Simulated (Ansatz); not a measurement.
**C₂H₆ClHfIO₂: how energies converge with the basis set**

One table from this session's results is given with a row withheld; the runs are named, their logs left out.

Computed with Ansatz 0.2.0, Gaussian basis. Level: one geometry, several basis sets.

Levels to be run: PBE0-D4/def2-SVP; ωB97M-V/def2-SVP; PBE0-D4/def2-QZVPP; ωB97M-V/def2-QZVPP; the functionals' def2-TZVPP values are taken from earlier runs.

2 further runs of the same task are left out: 1 for a known fault of the program, 1 that didn't finish.

### The relaxed structure

The geometry comes from an earlier relaxation with PBE0-D4 in a triple-zeta def2 set; it is a stationary point, not always the lowest conformer. Hf, I take the def2 core potential; no spin-orbit term is included.

SMILES `C[O][Hf]([Cl])([I])[O]C`, 13 atoms, charge 0, spin multiplicity 1.

Atoms are counted from 1 here; the program's logs count them from 0.

Bond lengths: C1–O2 1.392 Å, C1–H8 1.094 Å, C1–H9 1.094 Å, C1–H10 1.094 Å, O2–Hf3 1.888 Å, Hf3–Cl4 2.360 Å, Hf3–I5 2.740 Å, Hf3–O6 1.888 Å, O6–C7 1.392 Å, C7–H11 1.094 Å, C7–H12 1.094 Å, C7–H13 1.094 Å. Angles: O2–C1–H8 110.5°, O2–C1–H9 110.0°, O2–C1–H10 110.1°, H8–C1–H9 108.8°, H8–C1–H10 108.8°, H9–C1–H10 108.7°, C1–O2–Hf3 174.8°, O2–Hf3–Cl4 108.9°, O2–Hf3–I5 108.5°, O2–Hf3–O6 109.9°, Cl4–Hf3–I5 112.2°, Cl4–Hf3–O6 108.9°, I5–Hf3–O6 108.5°, Hf3–O6–C7 174.8°, O6–C7–H11 109.9°, O6–C7–H12 110.5°, O6–C7–H13 110.1°, H11–C7–H12 108.8° and more.

Set-up of the first run:

in.yaml

```yaml
crystal:
  periodic: [false, false, false]
  atoms:
    - {symbol: C, position_ang: [0.032895, -2.343345, 1.342765]}
    - {symbol: O, position_ang: [-0.574177, -1.266477, 0.702366]}
    - {symbol: Hf, position_ang: [-1.240018, 0.252479, -0.199521]}
    - {symbol: Cl, position_ang: [-2.496787, -0.459019, -2.066352]}
    - {symbol: I, position_ang: [-2.743074, 1.720943, 1.559437]}
    - {symbol: O, position_ang: [0.194507, 1.321957, -0.801363]}
    - {symbol: C, position_ang: [1.330406, 2.025784, -1.192337]}
    - {symbol: H, position_ang: [1.121807, -2.272154, 1.264443]}
    - {symbol: H, position_ang: [-0.243640, -2.352648, 2.400876]}
    - {symbol: H, position_ang: [-0.292174, -3.282721, 0.886716]}
    - {symbol: H, position_ang: [1.271484, 3.057569, -0.834415]}
    - {symbol: H, position_ang: [2.230672, 1.561095, -0.779371]}
    - {symbol: H, position_ang: [1.408110, 2.036547, -2.283243]}
basis:
  gaussian: {orbitals: def2-SVP}
hamiltonian: {xc: pbe0, dispersion: d4}
output: {orbitals: {seedname: orbitals}}
```

Launch:

```console
> ansatz run in.yaml --threads 2 --pin off --events-out ev --progress --plain --max-ram 20480MiB --backend cpu
```

Among the steps run: PBE0-D4 in def2-SVP; ωB97M-V in def2-SVP; PBE0-D4 in def2-QZVPP; ωB97M-V in def2-QZVPP.

One table of the session follows, with a row left open; its other results are not shown here.

It belongs to the step «Functionals by basis». 

| functional | basis | HOMO (eV) |
| --- | --- | --- |
| PBE0-D4 | def2-SVP | ? |
| PBE0-D4 | def2-TZVPP | -7.53 |
| PBE0-D4 | def2-QZVPP | -7.55 |
| ωB97M-V | def2-SVP | -9.57 |
| ωB97M-V | def2-TZVPP | -9.64 |
| ωB97M-V | def2-QZVPP | -9.66 |

Estimate the missing values for PBE0-D4, def2-SVP.

**Answer.** HOMO (eV): -7.48. In the column «HOMO (eV)» it is the highest.
